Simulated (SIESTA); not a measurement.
Runs of SIESTA 5.4.2 on Ta3AsAu2O13. The structure is hexagonal, space group P-6 (No. 174). Conventional cell: a = 5.452 Å, b = 5.452 Å, c = 9.579 Å, α = 90.00°, β = 90.00°, γ = 120.00°. Around Ta (site symmetry 3) lie 4 O at 1.86 to 2.04 Å. Ta (site symmetry -6) has 6 O at 2.05 Å as nearest neighbours. Around As (site symmetry -6) lie 6 O at 1.91 Å. Au (site symmetry 3) has 6 O at 2.15 to 2.34 Å as nearest neighbours. Around O (site symmetry -6) lie 2 Ta at 1.86 Å. Around O (site symmetry 1) lie 1 As at 1.91 Å and 1 Ta at 2.14 Å and 1 Au at 2.15 Å. Around O (site symmetry 1) lie 2 Ta at 2.04 to 2.05 Å and 1 Au at 2.34 Å. The cell was built by a generator and needn't be a form met in nature.

```tsv
level	potentials or basis	gap on the mesh (eV)	pressure (GPa)	largest force (eV/Å)
AM05	PseudoDojo 0.4 standard (PBEsol files), DZP (energy shift 0.003 Ry; two zetas on semicore shells)	none	-1.6	0.48
PBEsol	PseudoDojo 0.4 standard (PBEsol files), DZP (energy shift 0.003 Ry; two zetas on semicore shells)	none	(a)	(b)
RPBE	PseudoDojo 0.4 standard (PBE files), DZP (energy shift 0.003 Ry; two zetas on semicore shells)	none	7.8	0.66
BLYP	PseudoDojo 0.4 standard (PBE files), DZP (energy shift 0.003 Ry; two zetas on semicore shells)	none	10.4	0.79
LDA	PseudoDojo 0.4 standard (LDA files), DZP (energy shift 0.003 Ry; two zetas on semicore shells)	none	-7.3	0.55
```

Alike in all rows: task band structure; no spin polarisation; cell as given; k mesh 6 × 6 × 3; smearing fermi-dirac 0.05 eV; grid cutoff 800 Ry; energy shift 0.003 Ry.

Question: Estimate the missing entries.

Answer: (a) -1.9; (b) 0.51.

Caveats: short orbitals over semicore shells can move pressures by several GPa; spin-orbit coupling is left out, which moves the levels of the heavy elements; the basis of atomic orbitals isn't converged, which shifts pressures, moduli and gaps; the potentials were made for another functional, which shifts forces and pressure (some runs).

A k mesh can miss the band edges, and the runs leave out spin-orbit coupling on As, Au, Ta.

A gap of «none» marks a metal or a gap under the smearing width.

Runs at the PBE level aren't shown here.
